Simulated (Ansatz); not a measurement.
# Li₃Mg, space group I4/mmm: Fermi-surface readings

Program: Ansatz 0.2.0, Python API.

Notebook, run cell by cell (the value of a cell's last expression is shown):

In [1]:
```python
import warnings

import ansatz as az
from ase import Atoms
```

In [2]:
```python
warnings.simplefilter("ignore", az.DeckWarning)
```

In [3]:
```python
atoms = Atoms(
    ["Li", "Li", "Li", "Mg"],
    scaled_positions=[
        [0.5, 0.5, 0.0],
        [0.25, 0.75, 0.5],
        [0.75, 0.25, 0.5],
        [0.0, 0.0, 0.0],
    ],
    cell=[
        [-2.157931, 2.157931, 4.278202],
        [2.157931, -2.157931, 4.278202],
        [2.157931, 2.157931, -4.278202],
    ],
    pbc=True,
)
li3mg = az.Crystal.from_ase(atoms)

li3mg.resolved().sites[-1]
```
Out [3]:
```text
Site(symbol='Mg', position=(0.0, 0.0, 0.0), moment=None, axis=None, held=None, saved=None)
```

In [4]:
```python
setup = (
    li3mg.calculation()
    .functional("r2scan", dispersion="d4")
    .pseudopotentials("nc")
    .accuracy("medium")
    .kpoints(4, center="monkhorst-pack")
    .occupations("cold", width=0.3)
    .scf(tolerance=1e-07, extra_bands=8)
    .eigenstates(nscf_kmesh=(10, 10, 10), level_slopes=True)
)
surface = setup.run(threads=1, pin="off").fermi_surface().to_plain()
for way, reading in surface.items():
    if reading:
        rho_lambda = [f"{v:.3e}" for v in reading["resistivity_times_mean_free_path_ohm_m2"]]
        print(f"{way:24s} area {reading['spin_summed_area_per_ang2']:8.3f} 1/A^2  rho*lambda (ohm m^2) {rho_lambda}")
```
```text
by_tetrahedra            area   29.836 1/A^2  rho*lambda (ohm m^2) ['1.092e-15', '1.092e-15', '9.124e-16']
by_slopes                area   29.338 1/A^2  rho*lambda (ohm m^2) ['1.061e-15', '1.061e-15', '1.006e-15']
on_every_second_point    area   27.751 1/A^2  rho*lambda (ohm m^2) ['1.279e-15', '1.279e-15', '8.624e-16']
```

Notes:
- These settings explore the input space; cutoff and mesh may be short of convergence.
- Such functionals run on norm-conserving files made under PBE, which can move pressures by some GPa.
- Dispersion corrections can be off by several per cent in the lattices of metals, and by several GPa in the pressure at a fixed cell.
- For a metal this k-point mesh is coarse: on a finer one energies can move by several to tens of meV an atom and pressures by half a GPa or more, differences at one mesh by less.
- The structure comes from a database of computed cells and needn't be a stable or known phase.
- The three readings differ by the mesh error.
- Finished in 51 s on 1 thread of Arm Neoverse V1, on a shared host, peak memory 0.64 GiB.
